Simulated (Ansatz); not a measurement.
HfB:

```
Hf B
1.0
     0.00000    2.31000    2.31000
     2.31000    0.00000    2.31000
     2.31000    2.31000    0.00000
Hf B
1 1
Direct
  0.50000 0.50000 0.50000
  0.00000 0.00000 0.00000
```

```yaml
Program: Ansatz 0.2.0
Task: relaxation of cell and atoms
Functional: PBEsol
Dispersion: D3(BJ)
Potentials_or_basis: Ansatz PAW
Cutoff: "420 eV (not typed: the program's choice for these potentials)"
k_mesh: 10 × 10 × 10
Occupations: fermi-dirac, width 0.05 eV
Spin: no spin polarisation
```

At the start: volume 12.33 Å³/atom.

**Question.** Where does the relaxation end?

**Answer.** It ends after 5 steps and the volume is 13.38 Å³/atom (+8.6 %); space group Fm-3m (No. 225, to 0.05 Å).

The path:
```tsv
step	energy change (eV)	largest force (eV/Å)	volume (Å³)
1	0.0000	0.0000	24.65
2	-0.0845	0.0000	27.83
3	-0.1084	0.0000	26.88
4	-0.1087	0.0000	26.77
5	-0.1106	0.0000	26.77
```

Final structure:
```
CELL_PARAMETERS angstrom
0.00000 2.37420 2.37420
2.37420 0.00000 2.37420
2.37420 2.37420 0.00000
ATOMIC_POSITIONS crystal
Hf 0.50000 0.50000 0.50000
B 0.00000 0.00000 0.00000
```

Caveat: the plane-wave basis is chosen anew once the cell has moved, so the energies of steps on either side of that aren't comparable; pairwise dispersion overbinds metals, which lowers pressure and volume; the PAW data sets come from PBE, with cores solved anew for the run's functional, which leaves a small shift of forces and pressure.
